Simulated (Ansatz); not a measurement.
# Zr2Ge: the cost of one run

Method: DFT PBE, scalar-relativistic, plane waves, PAW, in Ansatz 0.2.0.

## Step 1: Starting point

Symmetry: Fd-3m, No. 227, cubic system. The conventional cell has a = 7.401 Å, b = 7.401 Å, c = 7.401 Å, α = 90.00°, β = 90.00°, γ = 90.00°. Around Zr (site symmetry -3m) lie 6 Zr at 2.62 Å. Ge (site symmetry -43m) is surrounded by 12 Zr at 3.07 Å and 4 Ge at 3.20 Å.

Coordinates:

```
Zr Ge
1.0
     0.00000    3.70041    3.70041
     3.70041    0.00000    3.70041
     3.70041    3.70041    0.00000
Zr Ge
4 2
Direct
  0.62500 0.62500 0.62500
  0.12500 0.62500 0.62500
  0.62500 0.62500 0.12500
  0.62500 0.12500 0.62500
  0.00000 0.00000 0.00000
  0.25000 0.25000 0.25000
```

This is candidate A: cubic Laves (C15) type (Fd-3m, No. 227).

(A quick probe on a coarse mesh, which set the mesh and smearing, is not shown.)

## Step 3: Rough relaxation on the coarse mesh (candidate A)

Contents of input.yaml:

```yaml
crystal:
  lattice:
    - [0.0, 3.7004145513, 3.7004145513]
    - [3.7004145513, 0.0, 3.7004145513]
    - [3.7004145513, 3.7004145513, 0.0]
  atoms:
    - { symbol: Zr, position: [0.625, 0.625, 0.625] }
    - { symbol: Zr, position: [0.125, 0.625, 0.625] }
    - { symbol: Zr, position: [0.625, 0.625, 0.125] }
    - { symbol: Zr, position: [0.625, 0.125, 0.625] }
    - { symbol: Ge, position: [0.0, 0.0, 0.0] }
    - { symbol: Ge, position: [0.25, 0.25, 0.25] }
basis:
  ecutwfc: 420
kpoints:
  mp_grid: { grid: [4, 4, 4] }
hamiltonian:
  xc: pbe
scf:
  occupations: { method: gaussian, width: 0.1 }
  lower_state_search: "off"
output:
  forces: true
  stress: true
  eigenvalues: true
relax:
  adjacent_minimum: "off"
  f_tol: 0.04
  max_steps: 70
  cell: { stress_tol: 0.4 }
```

The run is started by

```sh
ansatz run input.yaml --threads 1 --pin off --max-ram 2560MiB --backend cpu --events-out ev --progress --plain --runs-dir out
```

Q: Estimate wall time and peak memory on 1 thread of Intel Xeon 6975P-C (Granite Rapids), shared host.

About 9.8 s, with a peak of 0.45 GiB.
